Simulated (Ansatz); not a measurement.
# KSr3, space group Pm-3m: an equation of state with a fit

With Ansatz's Python interface.

Run as a notebook:

In [1]:
```python
import ansatz as az
from ase.eos import EquationOfState
from ase.units import GPa
import numpy as np

config = {
    "ecut": 320,
    "filling": "fermi_dirac",
    "smearing_width": 0.02,
    "kmesh": (4, 4, 4),
}
```

In [2]:
```python
VECTORS = np.array([
    [6.152297, 0.0, 0.0],
    [0.0, 6.152297, 0.0],
    [0.0, 0.0, 6.152297],
])
SITES = [
    ("K", (0.0, 0.0, 0.0)),
    ("Sr", (0.5, 0.0, 0.5)),
    ("Sr", (0.0, 0.5, 0.5)),
    ("Sr", (0.5, 0.5, 0.0)),
]
```

In [3]:
```python
def on_lattice(cell):
    crystal = az.Crystal(lattice=az.Lattice.of(cell))
    for symbol, position in SITES:
        crystal = crystal.atom(symbol, position)
    return crystal

# scale the volume, keep shape and fractions
volumes, energies = [], []
for scale in np.linspace(0.94, 1.06, 7):
    cell = VECTORS * scale ** (1 / 3)
    setup = (
        on_lattice(cell).calculation()
        .functional(az.Functional.PBESOL)
        .basis(config["ecut"])
        .occupations(config["filling"], width=config["smearing_width"])
        .kpoints(*config["kmesh"])
    )
    report = setup.run(threads=1).report
    volumes.append(abs(np.linalg.det(cell)) / len(SITES))
    energies.append(report["free_energy_ev"] / len(SITES))
    print(f"V = {volumes[-1]:8.4f} A^3/atom  F = {energies[-1]:.5f} eV/atom")
```
```text
DeckWarning: basis.ecutwfc = 320 eV is below the records' recommended 420 eV, and the density's cutoff is lower with it unless basis.ecutrho_ratio is high enough to keep the records' density cutoff: compare with a run at a higher cutoff
V =  54.7242 A^3/atom  F = -2998.05560 eV/atom
V =  55.8886 A^3/atom  F = -2998.05614 eV/atom
V =  57.0529 A^3/atom  F = -2998.05520 eV/atom
V =  58.2173 A^3/atom  F = -2998.05286 eV/atom
V =  59.3816 A^3/atom  F = -2998.04935 eV/atom
V =  60.5460 A^3/atom  F = -2998.04472 eV/atom
V =  61.7103 A^3/atom  F = -2998.03914 eV/atom
```

In [4]:
```python
eos = EquationOfState(volumes, energies, eos="murnaghan")
v0, e0, bulk = eos.fit()
print(f"V0 = {v0:.4f} A^3/atom, E0 = {e0:.5f} eV/atom, B = {bulk / GPa:.1f} GPa")
eos.plot("eos.png")
```
```text
V0 = 55.7125 A^3/atom, E0 = -2998.05617 eV/atom, B = 10.2 GPa
```
Out [4]:
```text
<Axes: title={'center': 'murnaghan: E: -2998.056 eV, V: 55.712 Å$^3$, B: 10.151 GPa'}, xlabel='volume [Å$^3$]', ylabel='energy [eV]'>
```

A third-order Birch-Murnaghan fit through the 7 points (the script's own form differs a little) has its minimum at 55.71 Å³ an atom, 4.3 % below the typed cell, with a bulk modulus of 10 GPa and dB/dP = 4.3. From that minimum the energy rises by 0.6 meV an atom on the compressed side and 17.0 meV on the expanded side. The window is off centre, so dB/dP is rough.

Reading the output:
- The settings weren't tested for convergence.
- The cutoff lies under the one recommended for these potentials.
- Under the recommended cutoff a pressure can be off by several GPa, even in sign.
- The mesh is modest for a metal, so energies can be off by several to tens of meV an atom and pressures by half a GPa or more; differences at equal mesh fare better.
- This cell is a computed structure, which may not be the phase found in nature.
- Warnings are shown shortened and without file and line.
- The whole script took 3.9 s on 1 thread of AMD EPYC 9R05 (Zen 5) (shared host), peak memory 0.43 GiB.

(Lines on the test bed's own set-up are left out of the output.)
